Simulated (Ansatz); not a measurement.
**C2H4ClI: how energies converge with the basis set**

One table from this session's results is given with a row withheld; the runs are named, their logs left out.

Program: Ansatz 0.2.0, Gaussian basis. Level of theory: one geometry, several basis sets. These are calculated values, not measurements.

Levels to be run: PBE0-D4/def2-SVP; ωB97M-V/def2-SVP; PBE0-D4/def2-QZVPP; ωB97M-V/def2-QZVPP; the functionals' def2-TZVPP values are taken from earlier runs.

## Structure used throughout

An earlier PBE0-D4 in a triple-zeta def2 set relaxation fixed the geometry. I takes the def2 core potential; no spin-orbit term is included.

8 atoms, charge 0, spin multiplicity 1.

Atoms are counted from 1 here; the program's logs count them from 0.

Bond lengths: C1–C2 1.504 Å, C1–H5 1.090 Å, C1–H6 1.091 Å, C1–H7 1.093 Å, C2–Cl3 1.768 Å, C2–I4 2.156 Å, C2–H8 1.086 Å. Angles: C2–C1–H5 111.0°, C2–C1–H6 110.0°, C2–C1–H7 109.3°, H5–C1–H6 108.8°, H5–C1–H7 108.7°, H6–C1–H7 109.0°, C1–C2–Cl3 111.3°, C1–C2–I4 110.9°, C1–C2–H8 112.8°, Cl3–C2–I4 111.0°, Cl3–C2–H8 106.7°, I4–C2–H8 103.9°.

Geometry (Å):

```csv
atom,x (Å),y (Å),z (Å)
C1,0.2816,0.7906,0.0700
C2,-0.1695,-0.6434,0.1041
Cl3,1.1704,-1.7466,-0.2346
I4,-1.8018,-0.9677,-1.2663
H5,0.6612,1.0567,-0.9166
H6,-0.5520,1.4505,0.3165
H7,1.0795,0.9364,0.8029
H8,-0.5771,-0.9336,1.0681
```

The first run:

in.yaml

```yaml
crystal:
  periodic: [false, false, false]
  atoms:
    - {symbol: C, position_ang: [0.281599, 0.790637, 0.070045]}
    - {symbol: C, position_ang: [-0.169488, -0.643388, 0.104139]}
    - {symbol: Cl, position_ang: [1.170409, -1.746629, -0.234647]}
    - {symbol: I, position_ang: [-1.801845, -0.967684, -1.266308]}
    - {symbol: H, position_ang: [0.661163, 1.056659, -0.916596]}
    - {symbol: H, position_ang: [-0.551992, 1.450453, 0.316484]}
    - {symbol: H, position_ang: [1.079472, 0.936406, 0.802948]}
    - {symbol: H, position_ang: [-0.577119, -0.933553, 1.068135]}
basis:
  gaussian: {orbitals: def2-SVP}
hamiltonian: {xc: pbe0, dispersion: d4}
output: {orbitals: {seedname: orbitals}}
```

Steps of the session up to this table: PBE0-D4 in def2-SVP; ωB97M-V in def2-SVP; PBE0-D4 in def2-QZVPP; ωB97M-V in def2-QZVPP.

One of the session's tables, all rows but one given; the rest of the session is left out.

It belongs to the step «Density functionals: the series». 

```
functional       basis  HOMO (eV)
   PBE0-D4    def2-SVP      -7.39
   PBE0-D4  def2-TZVPP      -7.50
   PBE0-D4  def2-QZVPP          ?
   ωB97M-V    def2-SVP      -9.53
   ωB97M-V  def2-TZVPP      -9.67
   ωB97M-V  def2-QZVPP      -9.69
```

Q: Estimate the row for PBE0-D4, def2-QZVPP from the others.

The run gave: HOMO (eV): -7.52. In the column «HOMO (eV)» it lies between ωB97M-V, def2-SVP (-9.53) and PBE0-D4, def2-TZVPP (-7.50).
